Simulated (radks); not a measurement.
# Rb⁴⁺ in [Ar] 3d10 4s2 4p3: an all-electron calculation

An exercise on one series of results from a longer session: the logs are not shown, and one member is left open.

Method: scalar-relativistic Kohn-Sham, OLYP, spin-polarised, spherical densities, finite nucleus; open shells are filled with parallel spins first. Code: radks (a radial shooting solver on a logarithmic mesh, Libxc functionals) version 1.

## Starting point

| Property | Result |
| --- | --- |
| element | rubidium (Z = 37) |
| charge | +4 |
| electrons | 33 |
| configuration | [Ar] 3d10 4s2 4p3 |
| nuclear rms radius | 4.2036 fm |

Outer shells as boxes (Hund's rule):

Rb⁴⁺
```
[Ar] core
3d [↑↓][↑↓][↑↓][↑↓][↑↓]
4s [↑↓]
4p [↑ ][↑ ][↑ ]
```

Set-up of the first run:

Settings of this run:

```text
Z 37
configuration [Ar] 3d10 4s2 4p3
relativity scalar-relativistic
functional optx,lyp
spin polarised
nucleus finite rms 4.2036 fm
c 137.035999084
```

Started as:

```console
> python run_ks.py task.json out
```

The same process makes all the runs of this session.

One table of the session follows, with a row left open; its other results are not shown here.

It belongs to the step «Shells». Radial moments (bohr):

| level | <r> | outermost maximum (interpolated) | 90 % within | nodes |
| --- | --- | --- | --- | --- |
| 1s up | 0.04030 | 0.0263 | 0.0721 | 0 |
| 1s down | 0.04030 | 0.0263 | 0.0721 | 0 |
| 2s up | 0.1778 | 0.150 | 0.275 | 1 |
| 2s down | 0.1778 | 0.150 | 0.275 | 1 |
| 2p up | 0.1551 | 0.120 | 0.253 | 0 |
| 2p down | 0.1551 | 0.120 | 0.253 | 0 |
| 3s up | ? | ? | ? | ? |
| 3s down | 0.5096 | 0.451 | 0.756 | 2 |
| 3p up | 0.5175 | 0.446 | 0.787 | 1 |
| 3p down | 0.5170 | 0.446 | 0.785 | 1 |
| 3d up | 0.5221 | 0.392 | 0.849 | 0 |
| 3d down | 0.5197 | 0.392 | 0.843 | 0 |
| 4s up | 1.358 | 1.23 | 1.96 | 3 |
| 4s down | 1.365 | 1.22 | 1.99 | 3 |
| 4p up | 1.505 | 1.34 | 2.20 | 2 |
| 4p down | 1.541 | 1.34 | 2.28 | 2 |

Q: Estimate the row for 3s up from the others.

The run gave: <r>: 0.5097; outermost maximum (interpolated): 0.451; 90 % within: 0.756; nodes: 2. In the column «<r>» it lies between 3s down (0.5096) and 3p down (0.5170).

Caveats from the session: Open shells are spherical and high-spin; term and fine-structure splittings are not resolved.
